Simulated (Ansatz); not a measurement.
Run this with Ansatz 0.2.0 through its Python package and show what comes out.

`relaxed_scan_fhosn.py`:
```python
import ansatz
import numpy as np

BASIS_SET = 'def2-SVP'
FUNCTIONAL = 'pbe0'
VDW = 'd3bj'

GEOMETRY = '''
O    -0.43050    0.82970   -0.48010
Sn    0.02030   -0.87650    0.29190
F     1.78770   -0.76040    1.01030
H    -1.32200    0.74690   -0.84230
'''

molecule = ansatz.Crystal.molecule()
for line in GEOMETRY.strip().splitlines():
    symbol, *xyz = line.split()
    molecule = molecule.atom(symbol, [float(v) for v in xyz])

calc = (
    molecule.calculation()
    .basis(gaussian=BASIS_SET)
    .functional(FUNCTIONAL, dispersion=VDW)
)
symbols = [site.symbol for site in molecule.cartesian_sites]
pairs = [(0, 1), (0, 3), (1, 2)]
print('held (A)   E (eV)        ', '  '.join(f'{symbols[i]}{i}-{symbols[j]}{j}' for i, j in pairs))
for length in [1.77, 1.93, 2.08, 2.31, 2.6]:
    rep = calc.relax(constraints=[ansatz.DistanceConstraint((0, 1), at=length)], force_tolerance=0.02, max_steps=60).run(threads=1, backend='cpu').report
    xyz = np.array(rep['positions_ang'])
    print(f'{length:6.2f} {rep["free_energy_ev"]:14.5f}  ', '  '.join(f'{np.linalg.norm(xyz[i] - xyz[j]):.3f}' for i, j in pairs))
```

`python relaxed_scan_fhosn.py` gives:
```text
held (A)   E (eV)         O0-Sn1  O0-H3  Sn1-F2
DeckWarning: relax.constraints: the input's atoms, or those drawn, lie off the distances that are held; a relaxation that starts there is brought onto them ahead of its first SCF, by positions alone, an atom by 7.81e-2 Å at the most. With the symmetry detection on, the symmetry is detected on the input's atoms as so [...]
  1.77   -10603.91952   1.770  0.959  1.960
  1.93   -10604.56808   1.930  0.964  1.953
  2.08   -10604.54296   2.080  0.966  1.950
  2.31   -10603.97940   2.310  0.968  1.946
  2.60   -10603.02051   2.600  0.969  1.943
```
(Warnings from the package without file and line, shortened, repeats left out.)

Total energies depend on the basis set; only differences at equal settings carry meaning. The energies are electronic: no zero-point or thermal terms, and the basis set is short of its limit. def2 sets replace the cores of elements past krypton by effective core potentials. The whole script took 57 s on 1 thread of Arm Neoverse V2 (shared host), peak memory 0.21 GiB.
